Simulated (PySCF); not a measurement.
# CH₈BNSSi: electronic excitations and core binding energies

What electronic excitations and core binding energies should CH₈BNSSi (`CSBN[SiH3]`) show?

The runs use PySCF 2.14.0, with density-fitted response routines of our own; the level of theory stands in each step. All values are computed, except where a source is named. Atoms count from 0, in the outputs and in this text.

## 1. The starting structure

13 atoms, charge 0, multiplicity 1; geometry from: GFN2-xTB.

Bonds of the start (Å): C0–S1 1.83, S1–B2 1.79, B2–N3 1.40, N3–Si4 1.74, C0–H5 1.09, C0–H6 1.08, C0–H7 1.09, B2–H8 1.17, N3–H9 1.01, Si4–H10 1.46, Si4–H11 1.46, Si4–H12 1.47.

## 2. TDDFT and polarisability: CAM-B3LYP/def2-SVPD

The job: settings as JSON, then the geometry in Å.

```
{"job": {"kind": "uv", "xc": "CAM-B3LYP", "basis": "def2-SVPD", "nstates": 8, "ntriplets": 3}, "charge": 0, "multiplicity": 1}
C     -2.882793    -0.044901    -0.581454
S     -1.652531    -0.850624     0.502788
B     -0.112518    -0.071201     0.020790
N      1.078445    -0.430743     0.657969
Si     2.698783     0.126320     0.345304
H     -3.404643     0.717272    -0.010328
H     -2.385406     0.398047    -1.436789
H     -3.583919    -0.807518    -0.904788
H     -0.108771     0.727174    -0.833918
H      0.994452    -1.127916     1.383459
H      3.503536    -0.506726     1.389453
H      2.734747     1.586133     0.443478
H      3.116231    -0.298575    -0.993691
```

Method: TDDFT CAM-B3LYP/def2-SVPD, vertical, gas phase, core orbitals frozen in the response.

Command:

```bash
$ OMP_NUM_THREADS=1 python probes_run.py task.json out
```

The driver reads the jobs from task.json and runs them one after another.

Log:

```text
coarse grid: 11448 points
cycle   1  E = -809.8051057730  dE =  3.213e-01  |g| = 3.805e-01  |ddm| = 5.135e+00
cycle   2  E = -809.8109691866  dE = -5.863e-03  |g| = 3.890e-01  |ddm| = 8.721e-01
cycle   3  E = -809.8431105524  dE = -3.214e-02  |g| = 5.579e-02  |ddm| = 4.180e-01
cycle   4  E = -809.8438439509  dE = -7.334e-04  |g| = 1.904e-02  |ddm| = 1.230e-01
cycle   5  E = -809.8439503126  dE = -1.064e-04  |g| = 3.204e-03  |ddm| = 3.954e-02
cycle   6  E = -809.8439534276  dE = -3.115e-06  |g| = 8.607e-04  |ddm| = 1.060e-02
final grid: 100056 points
cycle   7  E = -809.9351607636  dE = -1.769e-05  |g| = 3.110e-03  |ddm| = 5.029e-02
cycle   8  E = -809.9351606004  dE =  1.632e-07  |g| = 3.380e-03  |ddm| = 9.966e-03
cycle   9  E = -809.9351631380  dE = -2.538e-06  |g| = 2.675e-04  |ddm| = 3.665e-03
cycle  10  E = -809.9351631530  dE = -1.504e-08  |g| = 1.353e-04  |ddm| = 5.120e-04
cycle  11  E = -809.9351631579  dE = -4.872e-09  |g| = 2.920e-05  |ddm| = 2.384e-04
cycle  12  E = -809.9351631582  dE = -2.906e-10  |g| = 6.222e-06  |ddm| = 7.142e-05
converged SCF energy = -809.9351631582

Static polarisability (au): isotropic 84.002, principal 65.621 75.511 110.875

Singlet excitations
state   eV       nm        f      main configurations
  1   5.8153    213.2   0.00057   H->L 0.71, H->L+2 0.12
  2   6.0291    205.6   0.24891   H->L+1 0.93
  3   6.4450    192.4   0.02002   H->L+2 0.72, H->L 0.14
  4   6.9875    177.4   0.00860   H->L+4 0.51, H-1->L+1 0.24, H-2->L 0.09
  5   7.0615    175.6   0.00578   H-1->L+1 0.64, H->L+4 0.17
  6   7.3489    168.7   0.00286   H->L+7 0.41, H->L+4 0.19, H->L+11 0.09
  7   7.4662    166.1   0.01482   H->L+3 0.63
  8   7.5435    164.4   0.00895   H->L+5 0.76

Triplet excitations (Tamm-Dancoff, eV): 5.0812 5.4793 6.2653
```

It took 40 s on 1 thread of Arm Neoverse N1, shared host; peak memory 0.75 GiB.

The orbitals next to the gap, with their largest atomic shares:

| orbital | eV | atoms |
| --- | --- | --- |
| HOMO−3 | -11.28 | Si4 34 %, H10 31 %, H11 9 % |
| HOMO−2 | -10.10 | N3 34 %, Si4 15 %, B2 14 % |
| HOMO−1 | -9.71 | S1 56 %, B2 18 %, C0 9 % |
| HOMO | -8.09 | S1 57 %, N3 16 %, C0 9 % |
| LUMO | 0.84 | S1 24 %, Si4 22 %, B2 15 % |
| LUMO+1 | 1.04 | B2 36 %, S1 18 %, N3 14 % |
| LUMO+2 | 1.24 | S1 34 %, B2 22 %, C0 12 % |

With each of the 8 states as a Gaussian band of 0.4 eV half-width at 1/e, the curve within the window shown has maxima at 205 nm (ε 10,000), 168 nm (ε 1,300) L/(mol cm). Beyond the last state computed it falls off for lack of states. The curve at chosen wavelengths:

```json
{"nm": "158", "ε (L/mol/cm)": "487"}
{"nm": "161", "ε (L/mol/cm)": "830"}
{"nm": "164", "ε (L/mol/cm)": "1117"}
{"nm": "167", "ε (L/mol/cm)": "1249"}
{"nm": "171", "ε (L/mol/cm)": "1195"}
{"nm": "174", "ε (L/mol/cm)": "1082"}
{"nm": "177", "ε (L/mol/cm)": "989"}
{"nm": "180", "ε (L/mol/cm)": "991"}
{"nm": "183", "ε (L/mol/cm)": "1186"}
{"nm": "186", "ε (L/mol/cm)": "1706"}
{"nm": "190", "ε (L/mol/cm)": "3109"}
{"nm": "193", "ε (L/mol/cm)": "4724"}
{"nm": "196", "ε (L/mol/cm)": "6640"}
{"nm": "199", "ε (L/mol/cm)": "8493"}
{"nm": "202", "ε (L/mol/cm)": "9851"}
{"nm": "205", "ε (L/mol/cm)": "10378"}
{"nm": "209", "ε (L/mol/cm)": "9657"}
{"nm": "212", "ε (L/mol/cm)": "8288"}
{"nm": "215", "ε (L/mol/cm)": "6580"}
{"nm": "218", "ε (L/mol/cm)": "4861"}
{"nm": "221", "ε (L/mol/cm)": "3360"}
{"nm": "224", "ε (L/mol/cm)": "2186"}
{"nm": "228", "ε (L/mol/cm)": "1131"}
{"nm": "231", "ε (L/mol/cm)": "650"}
{"nm": "234", "ε (L/mol/cm)": "358"}
{"nm": "237", "ε (L/mol/cm)": "189"}
```

Ground-state properties from the same run:

| property | computed |
| --- | --- |
| dipole moment (D) | 0.50 |
| polarisability (Å³) | 12.45 |
| HOMO–LUMO gap (eV) | 8.93 |
| −ε(HOMO) (eV) | 8.09 |

## 3. X-ray photoelectron lines: SCAN, X2C

The job, as its differences from that of step 2:

```diff
@@ -1,2 +1,2 @@
-{"job": {"kind": "uv", "xc": "CAM-B3LYP", "basis": "def2-SVPD", "nstates": 8, "ntriplets": 3}, "charge": 0, "multiplicity": 1}
+{"job": {"kind": "xps"}, "charge": 0, "multiplicity": 1}
 C     -2.882793    -0.044901    -0.581454
```

With the program's defaults for keys left out, this is: delta-SCF UKS SCAN, pcX-2 on the ionised atom, pcseg-1 elsewhere, spin-free X2C.

Log:

```text
ground state, core basis on atom 0 (C), 149 functions
  cycle   1  E = -811.71317014  |g| = 4.92e-01
  cycle   2  E = -811.64521778  |g| = 7.23e-01
  cycle   3  E = -811.76883788  |g| = 1.16e-01
  cycle   4  E = -811.77225004  |g| = 3.87e-02
  cycle   5  E = -811.77265631  |g| = 1.04e-02
  cycle   6  E = -811.77268065  |g| = 4.37e-03
  cycle   7  E = -811.77268686  |g| = 8.50e-04
  cycle   8  E = -811.77268609  |g| = 1.82e-04
  E(ground) = -811.82485300 Eh
hole in C 1s of atom 0
  cycle   1  E = -800.50134709  |g| = 1.50e+00
  cycle   2  E = -798.36319795  |g| = 2.19e+00
  cycle   3  E = -800.60155919  |g| = 8.62e-01
  cycle   4  E = -800.99999210  |g| = 3.72e-01
  cycle   5  E = -801.06582020  |g| = 1.19e-01
  cycle   6  E = -801.07101334  |g| = 4.83e-02
  cycle   7  E = -801.07209953  |g| = 1.27e-02
  cycle   8  E = -801.07218579  |g| = 4.98e-03
  cycle   9  E = -801.07220276  |g| = 1.65e-03
  cycle  10  E = -801.07220678  |g| = 9.10e-04
  cycle  11  E = -801.07220792  |g| = 3.51e-04
  E(ion) = -801.12498470 Eh   <S^2> = 0.7738   hole on atom = 1.000   binding energy = 291.158 eV
ground state, core basis on atom 1 (S), 160 functions
  cycle   1  E = -811.92014321  |g| = 4.05e-01
  cycle   2  E = -811.91987017  |g| = 4.95e-02
  cycle   3  E = -811.91896138  |g| = 7.48e-02
  cycle   4  E = -811.92055638  |g| = 5.49e-03
  cycle   5  E = -811.92055658  |g| = 3.33e-03
  cycle   6  E = -811.92055825  |g| = 3.11e-04
  E(ground) = -811.95874332 Eh
hole in S 1s of atom 1
  cycle   1  E = -719.69834901  |g| = 5.08e+00
  cycle   2  E = -718.11583676  |g| = 2.56e+00
  cycle   3  E = -699.49354428  |g| = 3.71e+00
  cycle   4  E = -720.81625285  |g| = 4.52e-01
  cycle   5  E = -720.87332598  |g| = 2.97e-01
  cycle   6  E = -720.91615957  |g| = 7.27e-02
  cycle   7  E = -720.91871008  |g| = 2.06e-02
  cycle   8  E = -720.91890480  |g| = 7.78e-03
  cycle   9  E = -720.91893321  |g| = 3.00e-03
  cycle  10  E = -720.91893876  |g| = 6.53e-04
  cycle  11  E = -720.91893869  |g| = 4.10e-04
  E(ion) = -720.94841579 Eh   <S^2> = 0.7515   hole on atom = 1.000   binding energy = 2476.517 eV
hole in S 2p of atom 1
  cycle   1  E = -805.25068422  |g| = 1.52e+00
  cycle   2  E = -803.36938963  |g| = 1.79e+00
  cycle   3  E = -805.24982580  |g| = 8.04e-01
  cycle   4  E = -805.66777987  |g| = 2.04e-01
  cycle   5  E = -805.68434265  |g| = 1.55e-01
  cycle   6  E = -805.69638986  |g| = 2.31e-02
  cycle   7  E = -805.69659847  |g| = 1.24e-02
  cycle   8  E = -805.69667744  |g| = 5.16e-03
  cycle   9  E = -805.69669076  |g| = 1.50e-03
  cycle  10  E = -805.69669293  |g| = 8.45e-04
  cycle  11  E = -805.69669406  |g| = 3.84e-04
  E(ion) = -805.74104593 Eh   <S^2> = 0.7552   hole on atom = 1.001   binding energy = 169.192 eV
  2p3/2 = 168.637 eV   2p1/2 = 169.875 eV
ground state, core basis on atom 2 (B), 149 functions
  cycle   1  E = -811.76712563  |g| = 5.24e-02
  cycle   2  E = -811.76684812  |g| = 4.23e-02
  cycle   3  E = -811.76725366  |g| = 2.04e-02
  cycle   4  E = -811.76737127  |g| = 3.72e-03
  cycle   5  E = -811.76737036  |g| = 7.34e-04
  cycle   6  E = -811.76737236  |g| = 3.01e-04
  E(ground) = -811.82081254 Eh
hole in B 1s of atom 2
  cycle   1  E = -804.15652218  |g| = 1.18e+00
  cycle   2  E = -802.77382961  |g| = 1.86e+00
  cycle   3  E = -804.39950844  |g| = 5.15e-01
  cycle   4  E = -804.44398168  |g| = 4.73e-01
  cycle   5  E = -804.57571306  |g| = 1.02e-01
  cycle   6  E = -804.58031010  |g| = 3.94e-02
  cycle   7  E = -804.58119883  |g| = 9.22e-03
  cycle   8  E = -804.58129336  |g| = 5.33e-03
  cycle   9  E = -804.58133432  |g| = 2.20e-03
  cycle  10  E = -804.58134654  |g| = 8.61e-04
  cycle  11  E = -804.58134851  |g| = 5.97e-04
  cycle  12  E = -804.58134813  |g| = 2.83e-04
  E(ion) = -804.63526430 Eh   <S^2> = 0.8108   hole on atom = 1.000   binding energy = 195.529 eV
ground state, core basis on atom 3 (N), 149 functions
  cycle   1  E = -811.78709360  |g| = 7.25e-02
  cycle   2  E = -811.78707487  |g| = 1.63e-02
  cycle   3  E = -811.78702486  |g| = 2.06e-02
  cycle   4  E = -811.78715273  |g| = 2.41e-03
  cycle   5  E = -811.78715502  |g| = 2.90e-04
  E(ground) = -811.83736651 Eh
hole in N 1s of atom 3
  cycle   1  E = -796.21053697  |g| = 1.87e+00
  cycle   2  E = -795.24685952  |g| = 2.19e+00
  cycle   3  E = -796.77031964  |g| = 5.22e-01
  cycle   4  E = -796.78212947  |g| = 4.58e-01
  cycle   5  E = -796.92319673  |g| = 7.35e-02
  cycle   6  E = -796.92591102  |g| = 2.45e-02
  cycle   7  E = -796.92621386  |g| = 1.00e-02
  cycle   8  E = -796.92626781  |g| = 2.92e-03
  cycle   9  E = -796.92627162  |g| = 9.46e-04
  cycle  10  E = -796.92627394  |g| = 2.55e-04
  E(ion) = -796.97479161 Eh   <S^2> = 0.7650   hole on atom = 1.000   binding energy = 404.431 eV
ground state, core basis on atom 4 (Si), 160 functions
  cycle   1  E = -811.86975959  |g| = 2.87e-01
  cycle   2  E = -811.86985435  |g| = 3.72e-02
  cycle   3  E = -811.86987576  |g| = 2.53e-02
  cycle   4  E = -811.86994525  |g| = 5.98e-03
  cycle   5  E = -811.86995268  |g| = 1.19e-03
  cycle   6  E = -811.86995435  |g| = 2.29e-04
  E(ground) = -811.88094944 Eh
hole in Si 1s of atom 4
  cycle   1  E = -742.93544054  |g| = 4.35e+00
  cycle   2  E = -741.23172940  |g| = 2.57e+00
  cycle   3  E = -733.89059763  |g| = 2.86e+00
  cycle   4  E = -743.87680204  |g| = 4.48e-01
  cycle   5  E = -743.92216925  |g| = 3.61e-01
  cycle   6  E = -743.98164039  |g| = 1.07e-01
  cycle   7  E = -743.98813783  |g| = 2.16e-02
  cycle   8  E = -743.98827900  |g| = 1.45e-02
  cycle   9  E = -743.98838686  |g| = 5.35e-03
  cycle  10  E = -743.98840489  |g| = 8.47e-04
  cycle  11  E = -743.98840471  |g| = 3.66e-04
  E(ion) = -744.00725595 Eh   <S^2> = 0.7521   hole on atom = 1.000   binding energy = 1846.937 eV
hole in Si 2p of atom 4
  cycle   1  E = -807.59366790  |g| = 1.23e+00
  cycle   2  E = -806.04688339  |g| = 1.54e+00
  cycle   3  E = -807.52172916  |g| = 7.33e-01
  cycle   4  E = -807.88301076  |g| = 2.05e-01
  cycle   5  E = -807.89886078  |g| = 1.74e-01
  cycle   6  E = -807.91266415  |g| = 3.03e-02
  cycle   7  E = -807.91309165  |g| = 1.55e-02
  cycle   8  E = -807.91321774  |g| = 6.06e-03
  cycle   9  E = -807.91323948  |g| = 1.13e-03
  cycle  10  E = -807.91324087  |g| = 6.24e-04
  cycle  11  E = -807.91324011  |g| = 1.45e-04
  E(ion) = -807.93512874 Eh   <S^2> = 0.7517   hole on atom = 1.002   binding energy = 107.371 eV
  2p3/2 = 107.139 eV   2p1/2 = 107.762 eV
```

It took 2 min on 1 thread of Arm Neoverse N1, shared host; peak memory 0.67 GiB.

The holes in one table. −ε is the ground-state orbital energy:

| hole | stands for | environment | ΔSCF (eV; 2p as the shell's mean) | −ε (eV) | ⟨S²⟩ |
| --- | --- | --- | --- | --- | --- |
| C1s on C0 | C0 | methyl carbon bonded to S | 291.16 | 274.4 | 0.774 |
| S1s on S1 | S1 | sulfur bonded to C, B | 2476.52 | 2414.5 | 0.751 |
| S2p on S1 | S1 | sulfur bonded to C, B | 169.05 | 157.6 | 0.755 |
| B1s on B2 | B2 | boron bonded to N, S, H | 195.53 | 180.2 | 0.811 |
| N1s on N3 | N3 | nitrogen bonded to B, Si, H | 404.43 | 385.7 | 0.765 |
| Si1s on Si4 | Si4 | silicon bonded to N, 3 H | 1846.94 | 1793.6 | 0.752 |
| Si2p on Si4 | Si4 | silicon bonded to N, 3 H | 107.35 | 96.4 | 0.752 |

With the spin-orbit splitting: S1 2p3/2 168.64, 2p1/2 169.87 eV; Si4 2p3/2 107.14, 2p1/2 107.76 eV. The table gives each 2p level as the mean over the whole 2p shell (two parts 2p3/2, one part 2p1/2), which differs a little from the single hole in the log.

## 4. Results

| quantity | value |
| --- | --- |
| lowest singlet (CAM-B3LYP/def2-SVPD) | 5.82 eV (213 nm), f = 0.001 |
| brightest single state of those computed | state 2, 6.03 eV, f = 0.249 |
| lowest triplet | 5.08 eV |
| C1s binding energies, SCAN/pcX-2 | C0 291.16 eV |
| S1s binding energies, SCAN/pcX-2 | S1 2476.52 eV |
| S2p binding energies, SCAN/pcX-2 | S1 169.05 eV |
| B1s binding energies, SCAN/pcX-2 | B2 195.53 eV |
| N1s binding energies, SCAN/pcX-2 | N3 404.43 eV |
| Si1s binding energies, SCAN/pcX-2 | Si4 1846.94 eV |
| Si2p binding energies, SCAN/pcX-2 | Si4 107.35 eV |

In words: The lowest singlet, at 5.82 eV, is HOMO→LUMO 0.71, HOMO→LUMO+2 0.12 and is dark; of the 8 states computed, the strongest absorption comes from state 2 at 6.03 eV. The lowest triplet lies 0.73 eV below the lowest singlet (triplets in Tamm-Dancoff, singlets in full TDDFT).
